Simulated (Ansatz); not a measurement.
Predict the output of the script below (the Ansatz DFT code, driven from Python).

Input file `ch3alfio.xyz`:
```text
8

O     0.21270    1.04450    1.24220
C     0.26550    0.65550   -0.09870
F     1.56160    0.66380   -0.51350
Al   -0.41670   -1.17060   -0.30670
I    -0.83010    1.98250   -1.36410
H     0.82160    0.57750    1.75280
H    -1.70100   -1.42980   -1.27770
H     0.17870   -2.38050    0.50990
```

The script, `ch3alfio_energy.py`:
```python
'''Electronic structure of the CH3AlFIO molecule.'''

import ansatz as az

BASIS_SET = 'def2-SVP'
FUNCTIONAL = 'hf'

system = az.Crystal.molecule_from_extxyz('ch3alfio.xyz')

model = (
    system.calculation()
    .basis(gaussian=BASIS_SET)
    .functional(FUNCTIONAL)
)
print(model.to_yaml())
out = model.run(threads=1)
report = out.report

print('reference energy %16.6f eV' % report['reference_energy_ev'])
print('total energy     %16.6f eV' % report['free_energy_ev'])
print('occupied orbitals outside the frozen core (up, down):', report['n_occupied'], ' frozen:', report['n_frozen'], ' virtual:', report['n_virtual'])

field = report['mean_field']
print('<S^2> =', round(abs(field['state']['spin_squared']), 4), ' all-electron relativity setting:', field['relativity'])
print('passes:', field['passes'])
if 'symmetry' in field:
    print('occupied orbitals by irrep:', field['symmetry']['occupied'])
```

`python ch3alfio_energy.py` gives:
```text
crystal:
  periodic: [false, false, false]
  atoms:
    - { symbol: O, position_ang: [0.2127, 1.0445, 1.2422] }
    - { symbol: C, position_ang: [0.2655, 0.6555, -0.0987] }
    - { symbol: F, position_ang: [1.5616, 0.6638, -0.5135] }
    - { symbol: Al, position_ang: [-0.4167, -1.1706, -0.3067] }
    - { symbol: I, position_ang: [-0.8301, 1.9825, -1.3641] }
    - { symbol: H, position_ang: [0.8216, 0.5775, 1.7528] }
    - { symbol: H, position_ang: [-1.701, -1.4298, -1.2777] }
    - { symbol: H, position_ang: [0.1787, -2.3805, 0.5099] }
basis:
  gaussian:
    orbitals: def2-SVP
hamiltonian:
  xc: hf

reference energy    -20467.926759 eV
total energy        -20467.926759 eV
occupied orbitals outside the frozen core (up, down): [32, 32]  frozen: 0  virtual: [69, 69]
<S^2> = 0.0  all-electron relativity setting: none
passes: {'evaluations': 13, 'products': 25}
occupied orbitals by irrep: [{'A': 32}, {'A': 32}]
```

These settings explore the input space; basis and method may be short of convergence. The geometry is a force-field or estimated start, not a minimum of this method, and the basis set is short of its limit. def2 sets replace the cores of elements past krypton by effective core potentials. It ran for 5.1 s on 1 thread of AMD EPYC 7R43 64-Core Processor (Zen 3), on a shared host, peak memory 0.25 GiB.

(Lines on the test bed's own set-up are left out of the output.)
